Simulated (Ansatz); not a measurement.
**SbH₄O+ (SMILES [OH2+][SbH2]): one structure at several levels**

The task here is to estimate one member of a computed series from the others.

Method: single points in def2-TZVPP; program: Ansatz 0.2.0, Gaussian basis.

Correlated methods freeze the cores. Filled d shells of the heavier atoms are correlated. Core potentials replace the inner electrons past krypton, and spin-orbit coupling is left out.

## Starting geometry

6 atoms, charge 1, spin multiplicity 1.

Atoms are counted from 1 here; the program's logs count them from 0.

Bond lengths: O1–Sb2 2.339 Å, O1–H3 0.982 Å, O1–H4 0.981 Å, Sb2–H5 1.751 Å, Sb2–H6 1.728 Å. Angles: Sb2–O1–H3 122.7°, Sb2–O1–H4 118.4°, H3–O1–H4 110.8°, O1–Sb2–H5 79.7°, O1–Sb2–H6 79.7°, H5–Sb2–H6 89.4°.

Coordinates:

```xyz
6

O     0.0189   -0.9417    0.1817
Sb   -0.6086    1.1365   -0.6891
H    -0.5063   -1.4111    0.8657
H     0.4682   -1.5800   -0.4117
H     1.1233    1.2022   -0.9360
H    -0.3711    1.5573    0.9697
```

The first run:

Input file run/in.yaml:

```yaml
crystal:
  periodic: [false, false, false]
  atoms:
    - {symbol: O, position_ang: [0.018851, -0.941746, 0.181696]}
    - {symbol: Sb, position_ang: [-0.608622, 1.136530, -0.689131]}
    - {symbol: H, position_ang: [-0.506252, -1.411068, 0.865674]}
    - {symbol: H, position_ang: [0.468164, -1.580030, -0.411692]}
    - {symbol: H, position_ang: [1.123286, 1.202159, -0.935984]}
    - {symbol: H, position_ang: [-0.371122, 1.557270, 0.969725]}
basis:
  gaussian: {orbitals: def2-TZVPP}
total_charge: 1
hamiltonian: {xc: pbe, dispersion: d4}
output: {forces: true}
```

Command:

```console
ansatz run in.yaml --threads 2 --pin off --events-out ev --progress --plain --max-ram 3481MiB
```

Among the steps run: PBE-D4/def2-TZVPP; r2SCAN-D4/def2-TZVPP; PBE0-D4/def2-TZVPP; wB97M-V/def2-TZVPP; CCSD(T)/def2-TZVPP.

One table of the session follows, with a row left open; its other results are not shown here.

```
   method  RMS force component (eV/Å)  angle to CCSD(T) forces (°)
   PBE-D4                       0.317                         22.4
r2SCAN-D4                           ?                            ?
  PBE0-D4                       0.507                          8.3
  wB97M-V                       0.548                          3.9
  CCSD(T)                       0.548                    reference
```

Estimate the missing values for r2SCAN-D4.

As computed: RMS force component (eV/Å): 0.478; angle to CCSD(T) forces (°): 7.5. In the column «RMS force component (eV/Å)» it lies between PBE-D4 (0.317) and PBE0-D4 (0.507).
